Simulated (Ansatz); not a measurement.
# HgF3 (Fm-3m) in Ansatz: convergence with smearing width

Aim: find how far smearing width must go before the results for HgF3 settle, at PBE. This setting moves, with any that are tied to it; all else stays.

All numbers are computed with Ansatz 0.2.0; they aren't measurements. Logs are shortened: lines on timing, memory, paths and dates and some standing lists are left out, and cuts for length are marked.

## Step 1: Starting point

It takes space group Fm-3m (No. 225, cubic). Conventional cell: a = 5.726 Å, b = 5.726 Å, c = 5.726 Å, α = 90.00°, β = 90.00°, γ = 90.00°. Hg (site symmetry m-3m) is surrounded by 8 F at 2.48 Å. F (site symmetry m-3m) is surrounded by 8 F at 2.48 Å. F (site symmetry -43m) is surrounded by 4 Hg at 2.48 Å and 4 F at 2.48 Å.

The cell comes from a database or a generator and needn't be the stable form of this composition.

## Step 2: With smearing width 0.3 eV

Contents of input.yaml:

```yaml
crystal:
  lattice:
    - [0.0, 2.863171, 2.863171]
    - [2.863171, 0.0, 2.863171]
    - [2.863171, 2.863171, 0.0]
  atoms:
    - { symbol: Hg, position: [0.0, 0.0, 0.0] }
    - { symbol: F, position: [0.5, 0.5, 0.5] }
    - { symbol: F, position: [0.75, 0.75, 0.75] }
    - { symbol: F, position: [0.25, 0.25, 0.25] }
hamiltonian:
  xc: pbe
  pseudopotentials: { kind: paw, source: jth }
kpoints:
  mp_grid: { grid: [7, 7, 7] }
scf:
  occupations: { method: methfessel_paxton, width: 0.3 }
output:
  forces: true
  stress: true
  eigenvalues: true
```

Potentials or basis: JTH PAW.

Run with:

```console
> ansatz run input.yaml --threads 2 --pin off --max-ram 5632MiB --backend cpu --events-out ev --progress --plain --runs-dir out
```

What it wrote:

```text
Warning: the checks of this Hg dataset prove no rule for summing its radial tables, as where they were carried onto another mesh than they were made on, and Gregory's rule is taken, under which a leading mesh point left out moves its sums only by what lay on the interval it spanned. That does not make them correct, and they differ from Quantum ESPRESSO's on this file; a re-export a fraction of a mesh step off can move them. hamiltonian.pseudopotentials.radial_quadrature: simpson_from_first_knot sums it by `pw.x`'s rule; on a PAW file no value gives `pw.x`'s numbers. What more to know: hamiltonian.pseudopotentials.radial_quadrature, in the input reference
Warning: the checks of this F dataset prove no rule for summing its radial tables, as where they were carried onto another mesh than they were made on, and Gregory's rule is taken, under which a leading mesh point left out moves its sums only by what lay on the interval it spanned. That does not make them correct, and they differ from Quantum ESPRESSO's on this file; a re-export a fraction of a mesh step off can move them. hamiltonian.pseudopotentials.radial_quadrature: simpson_from_first_knot sums it by `pw.x`'s rule; on a PAW file no value gives `pw.x`'s numbers. What more to know: hamiltonian.pseudopotentials.radial_quadrature, in the input reference
Warning: RAYON_NUM_THREADS=2 ignored (pool sized by the plan → 2); use --threads N
Engine: ansatz 0.2.0, aarch64-unknown-linux-gnu
Pseudopotentials: kind: paw
Pseudopotential: Hg, paw, valence charge 12, recommended cutoff 870 eV (normal), Hg.paw.azcp
Pseudopotential: F, paw, valence charge 7, recommended cutoff 1500 eV (normal), F.paw.azcp
Functional definition: PBE
  parameter kappa = 0.804
  parameter beta = 0.06672455060314922
  exchange = pbe_x(kappa = kappa, mu = beta*pi^2/3)
  correlation = pbe_c(beta = beta)
Crystal: 4 atoms, lattice volume = 46.943 Å³
Basis set: ecut = 1500 eV, 6183 PW (Γ), exchange–correlation on 108×108×108 points (8 copies of the dense FFT grid, shifted against one another)
Bands: 21, of which v1, the nominal top of the filled ones, is band 17 counted from 1 (16 counted from 0)
Symmetry: 48 space group operations
Space group: Fm-3m (ITA 225), of the structure as read, at distance tolerance 3.6e-5 Å
k-points: 20 of 343
Non-local potential: Hg, projectors of the file, l = 0: 2, l = 1: 2, l = 2: 2
Non-local potential: F, projectors of the file, l = 0: 2, l = 1: 2
[... 20 lines left out ...]
SCF converged after 11 iterations
Stability not checked: this state was not tested for a lower state beside it, because cold or Methfessel-Paxton smearing, or corrected tetrahedra, fill the levels in a way that the test cannot read (fill_not_monotonic; see scf.lower_state_search)
Free energy (F): -13371.828577 eV
Harris-Foulkes:  -13371.828577 eV  (|F-HF|=5.32e-8)
Internal energy: -13371.778324 eV  (E = F + TS)
E sigma→0 (E₀):  -13371.816014 eV
Entropy (-TS):   -0.050254 eV (-12.563 meV/atom)
Fermi energy:    5.553590 eV
--- Per-component energies (eV) ---
  E_band       = -4.977753
  E_kinetic    = 1075.978451
  E_local      = -1970.000750  (includes V_loc(G=0)·N_el)
  E_nonlocal   = 338.740178
  E_hartree    = 649.933551
  E_xc         = -358.563142
  E_vxc        = -457.902040  (∫ρ·V_xc dr)
  E_paw        = -10529.495976  (= ΣΔE_a)
  E_vpaw       = -291.658629  (= ΣTr[D̂ρ^β])
  E_aug_tail   = -0.000104  (compensation charges beyond the density's cutoff)
  E_ewald      = -2578.370532
  E_smearing   = -0.050254  (= −TS)
  E_closure    = 0.000000  (closes the sum)
  Σ components = -13371.828577   (vs F -13371.828577, Δ=0.00e0)
--- Forces (eV/Å), atoms counted from 1 ---
  atom   1  Hg    -0.00000000     0.00000000    -0.00000000
  atom   2  F      0.00000000    -0.00000000     0.00000000
  atom   3  F      0.00000000     0.00000000    -0.00000000
  atom   4  F      0.00000000     0.00000000    -0.00000000
  max |Σ_I F_I| component: 2.31e-17 eV/Å
--- Stress (GPa, compression-positive) ---
        1.574444       0.000000      -0.000000
       -0.000000       1.574444       0.000000
       -0.000000       0.000000       1.574444
  P = ⅓ Tr σ = 1.5744 GPa (15.744 kbar)
--- Band table (eV; the first three rows and the last of 20) ---
  k-point 0: bands = ["-15.7225", "-14.6745", "-13.7708", "0.5807", "0.5807", "0.5807", "1.9748", "1.9748", "3.5109", "3.5109", "3.5109", "4.9170", "4.9170", "4.9170", "5.0092", "5.0092", "5.0092", "6.8774", "18.2446", "18.2446", "18.2446"]
  k-point 1: bands = ["-15.6496", "-14.7086", "-13.8138", "0.6388", "0.6388", "0.7311", "1.8642", "1.8642", "3.5620", "3.6315", "3.6315", "3.9661", "4.5879", "4.5879", "5.1451", "5.2842", "5.2842", "7.7332", "17.5748", "18.1356", "18.1356"]
  k-point 2: bands = ["-15.4559", "-14.8045", "-13.9202", "0.7285", "0.7285", "1.2143", "1.7695", "1.7695", "2.4694", "3.6920", "3.6920", "4.0947", "4.3235", "4.3235", "4.9669", "5.5209", "5.5209", "8.9556", "16.3773", "17.9471", "17.9471"]
  k-point 19: bands = ["-14.9963", "-14.9930", "-14.2009", "0.7642", "1.4349", "1.4691", "1.6548", "1.7782", "2.2588", "2.9566", "3.1566", "3.3610", "4.4192", "5.0006", "5.2926", "5.3010", "5.3728", "9.9457", "16.5743", "16.9295", "18.1003"]
```

It took 4 s on 2 threads of Arm Neoverse V1, shared host; peak memory 0.5 GiB.

Results:

```
Free energy            : -13371.8286 eV
Pressure               : 1.6 GPa
Band gap on the k mesh : none (metal or under the smearing width)
```

## Step 3: With smearing width 0.2 eV

Changes to input.yaml since step 2:

```diff
@@ -16,3 +16,3 @@
 scf:
-  occupations: { method: methfessel_paxton, width: 0.3 }
+  occupations: { method: methfessel_paxton, width: 0.2 }
 output:
```

Potentials or basis: JTH PAW.

Run with:

```console
> ansatz run input.yaml --threads 2 --pin off --max-ram 5632MiB --backend cpu --events-out ev --progress --plain --runs-dir out
```

Run time: 4 s. Hardware: 2 threads of Arm Neoverse V1, shared host; peak memory 0.5 GiB.

Results:

| Item | Value |
| --- | --- |
| Free energy | -13371.8139 eV |
| Pressure | 1.4 GPa |
| Band gap on the k mesh | none (metal or under the smearing width) |

## Step 4: With smearing width 0.15 eV

Changes to input.yaml since step 3:

```diff
@@ -16,3 +16,3 @@
 scf:
-  occupations: { method: methfessel_paxton, width: 0.2 }
+  occupations: { method: methfessel_paxton, width: 0.15 }
 output:
```

Run with:

```console
> ansatz run input.yaml --threads 2 --pin off --max-ram 5632MiB --backend cpu --events-out ev --progress --plain --runs-dir out
```

Wall time 4.2 s (2 threads of Arm Neoverse V1, shared host); peak memory 0.5 GiB.

Results:

```
Free energy            : -13371.8089 eV
Pressure               : 1.4 GPa
Band gap on the k mesh : none (metal or under the smearing width)
```

## Step 5: With smearing width 0.1 eV

Changes to input.yaml since step 4:

```diff
@@ -16,3 +16,3 @@
 scf:
-  occupations: { method: methfessel_paxton, width: 0.15 }
+  occupations: { method: methfessel_paxton, width: 0.1 }
 output:
```

Run with:

```console
> ansatz run input.yaml --threads 2 --pin off --max-ram 5632MiB --backend cpu --events-out ev --progress --plain --runs-dir out
```

It took 4.1 s on 2 threads of Arm Neoverse V1, shared host; peak memory 0.5 GiB.

Results:

- Free energy: -13371.8061 eV
- Pressure: 1.3 GPa
- Band gap on the k mesh: none (metal or under the smearing width)

## Step 6: With smearing width 0.05 eV

Changes to input.yaml since step 5:

```diff
@@ -16,3 +16,3 @@
 scf:
-  occupations: { method: methfessel_paxton, width: 0.1 }
+  occupations: { method: methfessel_paxton, width: 0.05 }
 output:
```

Potentials or basis: JTH PAW.

Run with:

```console
> ansatz run input.yaml --threads 2 --pin off --max-ram 5632MiB --backend cpu --events-out ev --progress --plain --runs-dir out
```

It took 4.2 s on 2 threads of Arm Neoverse V1, shared host; peak memory 0.5 GiB.

It converged, with:

```
Free energy            : -13371.8046 eV
Pressure               : 1.3 GPa
Band gap on the k mesh : none (metal or under the smearing width)
```

## Step 7: With smearing width 0.025 eV

Changes to input.yaml since step 6:

```diff
@@ -16,3 +16,3 @@
 scf:
-  occupations: { method: methfessel_paxton, width: 0.05 }
+  occupations: { method: methfessel_paxton, width: 0.025 }
 output:
```

Run with:

```console
> ansatz run input.yaml --threads 2 --pin off --max-ram 5632MiB --backend cpu --events-out ev --progress --plain --runs-dir out
```

It took 3.8 s on 2 threads of Arm Neoverse V1, shared host; peak memory 0.5 GiB.

The run converged. Its results:

```
Free energy            : -13371.8035 eV
Pressure               : 1.3 GPa
Band gap on the k mesh : none (metal or under the smearing width)
```

## Step 8: With smearing width 0.01 eV

Changes to input.yaml since step 7:

```diff
@@ -16,3 +16,3 @@
 scf:
-  occupations: { method: methfessel_paxton, width: 0.025 }
+  occupations: { method: methfessel_paxton, width: 0.01 }
 output:
```

Run with:

```console
> ansatz run input.yaml --threads 2 --pin off --max-ram 5632MiB --backend cpu --events-out ev --progress --plain --runs-dir out
```

It took 3.8 s on 2 threads of Arm Neoverse V1, shared host; peak memory 0.5 GiB.

Results (log left out):

- Free energy: -13371.8031 eV
- Pressure: 1.3 GPa
- Band gap on the k mesh: none (metal or under the smearing width)

## Step 9: With smearing width 0.005 eV

Changes to input.yaml since step 8:

```diff
@@ -16,3 +16,3 @@
 scf:
-  occupations: { method: methfessel_paxton, width: 0.01 }
+  occupations: { method: methfessel_paxton, width: 0.005 }
 output:
```

Potentials or basis: JTH PAW.

Run with:

```console
> ansatz run input.yaml --threads 2 --pin off --max-ram 5632MiB --backend cpu --events-out ev --progress --plain --runs-dir out
```

It took 3.6 s on 2 threads of Arm Neoverse V1, shared host; peak memory 0.5 GiB.

It converged, with:

| Property | Result |
| --- | --- |
| Free energy | -13371.8030 eV |
| Pressure | 1.3 GPa |
| Band gap on the k mesh | none (metal or under the smearing width) |

## Step 10: Summary

```csv
smearing width,"energy less the tightest run, at zero smearing (meV/atom)",pressure (GPa),SCF cycles,CPU time (s),peak memory (GiB)
0.3 eV,-3.25,1.57,11,7.7,0.5
0.2 eV,-1.23,1.43,11,7.8,0.5
0.15 eV,-0.74,1.35,11,8.2,0.5
0.1 eV,-0.53,1.30,11,7.9,0.5
0.05 eV,-0.26,1.29,12,8.3,0.5
0.025 eV,-0.05,1.29,10,7.4,0.5
0.01 eV,0.00,1.28,9,7.4,0.5
0.005 eV,0.00,1.27,9,7,0.5
```

Against the tightest run, the energy stays within 1 meV/atom from 0.15 eV on; the pressure stays within 0.1 GPa from 0.15 eV on. Narrower smearing needs a denser k mesh, so at a fixed mesh the narrowest width isn't the most accurate. The tightest run that finished is the yardstick and may itself not be fully converged.

Caveats: an odd number of electrons without spin polarisation forces a metal; a magnetic or distorted state may lie lower.
